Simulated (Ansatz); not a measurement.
# CH3AlO (SMILES [CH3][Al]=[O]): BLYP/aug-cc-pVDZ

Aim: the electronic atomisation energy of CH3AlO at BLYP/aug-cc-pVDZ, from 5 runs. 

Program for the calculation: Ansatz 0.2.0.

61 further runs of the same task are left out: 8 that didn't finish, 53 set aside as unsound or not needed. Runs told in other sessions of the task aren't counted.

## 1. The molecule

CH3AlO: 6 atoms, total charge 0, spin state singlet. SMILES: `[CH3][Al]=[O]`. Geometry: relaxed at PBE0-D4/def2-TZVP.

Bond lengths: C1–Al2 1.935 Å, Al2–O3 1.596 Å, C1–H4 1.092 Å, C1–H5 1.092 Å, C1–H6 1.092 Å. Angles: C1–Al2–O3 180.0°, Al2–C1–H4 110.5°, Al2–C1–H5 110.5°, Al2–C1–H6 110.5°, H4–C1–H5 108.4°, H4–C1–H6 108.4°, H5–C1–H6 108.4°.

## 2. The energy at BLYP/aug-cc-pVDZ

run.yaml reads:

```yaml
crystal:
  periodic: [false, false, false]
  atoms:
    - {symbol: C, position_ang: [-0.412500, 0.498200, -0.315400]}
    - {symbol: Al, position_ang: [0.696700, -0.841400, 0.532500]}
    - {symbol: O, position_ang: [1.611700, -1.946300, 1.232100]}
    - {symbol: H, position_ang: [0.065200, 1.479100, -0.263900]}
    - {symbol: H, position_ang: [-1.383600, 0.560900, 0.180800]}
    - {symbol: H, position_ang: [-0.577400, 0.249400, -1.366100]}
basis:
  gaussian: {orbitals: aug-cc-pVDZ}
output: {orbitals: {seedname: orbitals}}
accuracy: high
hamiltonian: {xc: {name: BLYP}}
```

The run is started by

```
$ ansatz run run.yaml --threads 1 --pin off --max-ram 3480MiB --events-out events.jsonl --progress --plain --runs-dir runs
```

Output:

```text
Warning: RAYON_NUM_THREADS=1 ignored (pool sized by the plan → 1); use --threads N
Functional definition: BLYP
  name "BLYP"
  parameter beta = 0.0042
  parameter a = 0.04918
  parameter b = 0.132
  parameter c = 0.2533
  parameter d = 0.349
  exchange = b88_x(beta = beta)
  correlation = lyp_c(a = a, b = b, c = c, d = d)
1876 factors; integrals over basis functions are off by at most 3.5e-9 eV
mean field evaluation 1: about -9704.7431 eV, gradient 1.1e2 eV
mean field evaluation 2: about -9504.8557 eV, gradient 1.9e2 eV
mean field evaluation 4: about -9721.6189 eV, gradient 5.5e1 eV
mean field evaluation 8: about -9729.3258 eV, gradient 2.5e0 eV
mean field evaluation 16: about -9729.3345 eV, gradient 2.3e-4 eV
mean field -9729.33452764 eV, -357.5464491111 hartree, gradient 1.8e-8 eV, S^2 0.000000; 0 other end points of the search recorded, 0 dependent functions left out
reference -9729.33458824 eV, -357.5464513379 hartree; 15, 15 occupied and 85, 85 virtual orbitals, 1876 factors
Total energy: -9729.33458824 eV, -357.5464513379 hartree
```

Run time: 8.4 s. Hardware: 1 thread of Intel Xeon Platinum 8259CL at 2.50GHz (Skylake/Cascade Lake), shared host; peak memory 0.26 GiB.

## 3. The Al atom, same level

input.yaml reads:

```yaml
basis:
  gaussian: {orbitals: aug-cc-pVDZ}
crystal:
  periodic: [false, false, false]
  atoms:
    - {symbol: Al, position_ang: [0.000000, 0.000000, 0.000000]}
magnetization: {spin_polarized: true, initial_magnetization: 1}
hamiltonian: {xc: {name: BLYP}}
accuracy: high
```

Run the same way, it converges to -242.36853 Eh (log not shown).

## 4. The C atom, same level

job.yaml reads:

```yaml
crystal:
  periodic: [false, false, false]
  atoms:
    - symbol: C
      position_ang: [0.000000, 0.000000, 0.000000]
basis:
  gaussian:
    orbitals: aug-cc-pVDZ
magnetization:
  spin_polarized: true
  initial_magnetization: 2
hamiltonian:
  xc: {name: BLYP}
accuracy: high
```

Run the same way, it converges to -37.84085 Eh (log not shown).

## 5. The H atom at the same level

run.yaml reads:

```yaml
crystal:
  periodic: [false, false, false]
  atoms:
    - {symbol: H, position_ang: [0.000000, 0.000000, 0.000000]}
basis:
  gaussian:
    orbitals: aug-cc-pVDZ
magnetization:
  spin_polarized: true
  initial_magnetization: 1
hamiltonian:
  xc: {name: BLYP}
accuracy: high
```

Run the same way, it converges to -0.49701 Eh (log not shown).

## 6. The O atom, same level

in.yaml reads:

```yaml
crystal:
  periodic: [false, false, false]
  atoms:
    - symbol: O
      position_ang: [0.000000, 0.000000, 0.000000]
basis:
  gaussian: {orbitals: aug-cc-pVDZ}
magnetization: {spin_polarized: true, initial_magnetization: 2}
hamiltonian: {xc: {name: BLYP}}
accuracy: high
```

Run the same way, it converges to -75.06559 Eh (log not shown).

## 7. What came out

At BLYP/aug-cc-pVDZ:

| quantity | value |
| --- | --- |
| molecule: total energy | -357.54645 Eh |
| molecule: HOMO energy | -5.89 eV |
| molecule: LUMO energy | -2.32 eV |
| molecule: HOMO–LUMO gap | 3.57 eV |
| Al atom: total energy | -242.36853 Eh |
| Al atom: ⟨S²⟩ | 0.754 |
| C atom: total energy | -37.84085 Eh |
| C atom: ⟨S²⟩ | 2.003 |
| H atom: total energy | -0.49701 Eh |
| H atom: ⟨S²⟩ | 0.750 |
| O atom: total energy | -75.06559 Eh |
| O atom: ⟨S²⟩ | 2.003 |
| electronic atomisation energy | 21.237 eV |

What this shows: Taking the molecule apart into free atoms costs 21.24 eV (2049 kJ/mol), before zero-point energy and without spin-orbit coupling.
